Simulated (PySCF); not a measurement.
The system is O2SF2, in a box.

```
O S F
1.0
    12.00000    0.00000    0.00000
     0.00000   12.00000    0.00000
     0.00000    0.00000   12.00000
O S F
2 1 2
Direct
  0.46920 0.46768 0.59696
  0.59569 0.40842 0.44360
  0.50746 0.47219 0.48648
  0.40648 0.45797 0.40870
  0.52894 0.59508 0.45670
```

Base run:

* Program: PySCF 2.14.0
* Functional: PBE
* Potentials or basis: def2-svp (all-electron)
* k mesh: 1 × 1 × 1
* Occupations: fixed
* Spin: no spin polarisation

Its results: gap between the frontier levels 7.90 eV.

Question: The run is repeated on the same cell with these changes: functional from PBE to r2SCAN0. What comes out?

Answer: Gap between the frontier levels 11.66 eV.

r2SCAN0 gives the wider gap, since exact exchange removes part of the self-interaction.

Caveats: this is a molecule in a periodic box at the Γ point, so its band gap is the HOMO-LUMO gap; the basis of atomic orbitals isn't converged, which shifts pressures, moduli and gaps.

A k mesh can miss the band edges.

Not every run made on this cell is shown here.
